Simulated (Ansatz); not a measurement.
Write a Python script for the Python package of Ansatz (0.2.0) that makes a ladder of methods at one geometry of CH2AlCl2F, SMILES F[C]([AlH2])(Cl)Cl. Use (for the species named): Hartree-Fock, cc-pVDZ basis, multiplicity 1. The script varies functional: hf, lc_wpbe, pbe, blyp, cam_b3lyp, revpbe.

```xyz
7

F    -1.6277   -0.6857    0.6088
C    -0.7986   -0.0855   -0.3096
Al    0.9802    0.0456    0.5024
Cl   -0.6389   -1.0922   -1.7660
Cl   -1.3537    1.5368   -0.7741
H     1.2237    0.9252    1.8400
H     2.2764   -0.7122   -0.1472
```

Script `methods_ch2alcl2f.py`:
```python
from pathlib import Path

import ansatz as az
import numpy as np


def main() -> None:
    geometry_ang = [
        ("F", (-1.6277, -0.6857, 0.6088)),
        ("C", (-0.7986, -0.0855, -0.3096)),
        ("Al", (0.9802, 0.0456, 0.5024)),
        ("Cl", (-0.6389, -1.0922, -1.766)),
        ("Cl", (-1.3537, 1.5368, -0.7741)),
        ("H", (1.2237, 0.9252, 1.84)),
        ("H", (2.2764, -0.7122, -0.1472)),
    ]
    mol = az.Crystal.molecule()
    for symbol, xyz in geometry_ang:
        mol = mol.atom(symbol, xyz)

    calculation = mol.calculation().basis(gaussian="cc-pVDZ")

    print("functional    E (Ha)        dipole (D)   HOMO (eV)  LUMO (eV)")
    for name in ["hf", "lc_wpbe", "pbe", "blyp", "cam_b3lyp", "revpbe"]:
        data = calculation.functional(name).forces().orbitals().run(threads=1, backend="cpu", runs_dir="runs").report
        lines = Path(data["orbitals_path"]).read_text().splitlines()
        field_of = lambda key: [line.split("=")[1].strip() for line in lines if line.startswith(key)]
        orbitals = [(27.211386 * float(e), s, float(n)) for e, s, n in zip(field_of("Ene="), field_of("Spin="), field_of("Occup="))]
        homo = max(e for e, _, n in orbitals if n > 0.5)
        lumo = min(e for e, _, n in orbitals if n < 0.5)
        dipole = 4.803205 * np.linalg.norm(data["charge_distribution"]["dipole_moment_e_ang"])
        print(f"{name:10s} {data['free_energy_ev'] / 27.211386246:14.6f} {dipole:9.3f} {homo:11.3f} {lumo:10.3f}")


if __name__ == "__main__":
    main()
```

```console
$ python methods_ch2alcl2f.py
functional    E (Ha)        dipole (D)   HOMO (eV)  LUMO (eV)
hf           -1299.352173     1.243     -11.288      0.780
lc_wpbe      -1301.529930     0.976     -10.703      0.093
pbe          -1301.296007     0.635      -6.620     -2.705
blyp         -1301.916764     0.588      -6.456     -2.556
cam_b3lyp    -1301.934397     0.904      -9.327     -1.007
revpbe       -1301.687008     0.640      -6.581     -2.589
```

What to keep in mind:
- Total energies depend on the basis set; only differences at equal settings carry meaning.
- The geometry is a force-field or estimated start, not a minimum of this method, and the basis set is short of its limit. A lower total doesn't mark the better method: functionals have no common bound, and MP2 and coupled cluster aren't variational.
- Levels such as HOMO and LUMO are orbital energies: with these approximate functionals they aren't the ionisation energy and electron affinity, and their gap isn't the fundamental gap.
- For Al to Cl the sets with a tight d function, cc-pV(X+d)Z, are usual.
- Run time: 19 s on 1 thread of Arm Neoverse V2 (shared host), peak memory 0.3 GiB.
